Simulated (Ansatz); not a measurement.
This script makes a scan of ordered alloys across composition of Lu-Sc mixtures with the Python package of Ansatz (0.2.0).

`run_alloy.py`
```python
from collections import Counter

import ansatz as az
import numpy as np
import pandas as pd


def fcc(a_site, a):
    return (
        az.Lattice.fcc(a)
        .space_group(225)
        .atom(a_site, (0, 0, 0))
        .primitive()
    )

A_FIRST, A_LAST = 4.9, 4.64


def compute(name, crystal):
    calc = (
        crystal.calculation()
        .functional("pbesol")
        .pseudopotentials("nc")
        .scf(max_iterations=80, self_checks="low")
        .kpoints(spacing=0.26)
        .occupations("cold", width=0.05)
        .band_table()
    )
    calc = calc.relax(force_tolerance=0.02, fix_cell=["shape"])
    return calc.run(threads=1)


def volume_per_atom(outcome):
    return abs(np.linalg.det(outcome.lattice.cell_ang)) / len(outcome.lattice.sites)


def counts(outcome):
    return Counter(site.symbol for site in outcome.lattice.sites)


def main() -> None:
    phases = {}
    for k in range(4 + 1):
        a = A_FIRST + (A_LAST - A_FIRST) * k / 4
        cell = fcc("Lu", a).conventional().resolved()
        sites = [site.position for site in cell.sites if site.symbol == "Lu"]
        for position in sites[:k]:
            cell = cell.substitution("Sc", at=position, replaces="Lu")
        phases[f"Lu{4 - k}Sc{k}"] = cell.resolved()

    done = {}
    for name, crystal in phases.items():
        done[name] = compute(name, crystal)
        print(f"{name}: {done[name].report['energy_sigma0_ev']:.4f} eV, {len(done[name].lattice.sites)} atoms")

    # mixing quantities against the straight line between the end members, both on this lattice
    x = {name: counts(o)["Sc"] / (counts(o)["Lu"] + counts(o)["Sc"]) for name, o in done.items()}
    first, last = min(x, key=x.get), max(x, key=x.get)
    energy = {name: o.report["energy_sigma0_ev"] / len(o.lattice.sites) for name, o in done.items()}
    volume = {name: volume_per_atom(o) for name, o in done.items()}
    rows = []
    for name in sorted(done, key=x.get):
        line = lambda table: (1 - x[name]) * table[first] + x[name] * table[last]
        rows.append((name, x[name], 1000 * (energy[name] - line(energy)), volume[name], 100 * (volume[name] / line(volume) - 1)))
    print(pd.DataFrame(rows, columns=["cell", "x(Sc)", "E_mix (meV/atom)", "V (A^3/atom)", "excess V (%)"]).round(4).to_string(index=False))


if __name__ == "__main__":
    main()
```

Do these ordered cells favour mixing or separation, and does the volume follow a straight line between the end members?

Mixing energies: +9 meV an atom at x(Sc) = 0.25 (volume -0.2 % off the straight line), +4 meV an atom at x(Sc) = 0.50 (volume +0.0 % off the straight line) and +5 meV an atom at x(Sc) = 0.75 (volume +0.1 % off the straight line). Values this small can change sign on a finer mesh.

The output:

Output of `python run_alloy.py`:
```text
DeckWarning: basis.ecutwfc = 1360.569312 eV, auto-derived from the records' recommended cutoffs: set by Lu (normal level)
Lu4Sc0: -26825.7587 eV, 4 atoms
Lu3Sc1: -21434.2642 eV, 4 atoms
Lu2Sc2: -16042.8262 eV, 4 atoms
Lu1Sc3: -10651.3669 eV, 4 atoms
DeckWarning: basis.ecutwfc = 1061.244064 eV, auto-derived from the records' recommended cutoffs: set by Sc (normal level)
Lu0Sc4: -5259.9293 eV, 4 atoms
  cell  x(Sc)  E_mix (meV/atom)  V (A^3/atom)  excess V (%)
Lu4Sc0   0.00            0.0000       27.0548        0.0000
Lu3Sc1   0.25            9.2793       26.1224       -0.2157
Lu2Sc2   0.50            4.4487       25.3029        0.0003
Lu1Sc3   0.75            4.9551       24.4510        0.0992
Lu0Sc4   1.00            0.0000       23.5508        0.0000
```
(Warnings from the package without file and line.)

What to keep in mind:
- These settings explore the input space; cutoff and mesh may be short of convergence.
- For the metals among these phases the mesh is modest: differences between phases can be off by up to 40 meV an atom.
- Atoms and volume are relaxed with the cell's shape held, which in cells of lower than cubic symmetry can hide stresses and shift volumes.
- These are small ordered cells, with both end members on the same lattice, which need not be their own; they aren't random solutions. Differences under about 40 meV an atom lie within the error of mesh and functional.
- The cells are prototypes set up for this calculation and needn't exist.
- Hardware and time: 8.4 min on 1 thread of Arm Neoverse V2, with other jobs on the host, peak memory 1.1 GiB.

(Lines on the test bed's own set-up are left out of the output.)
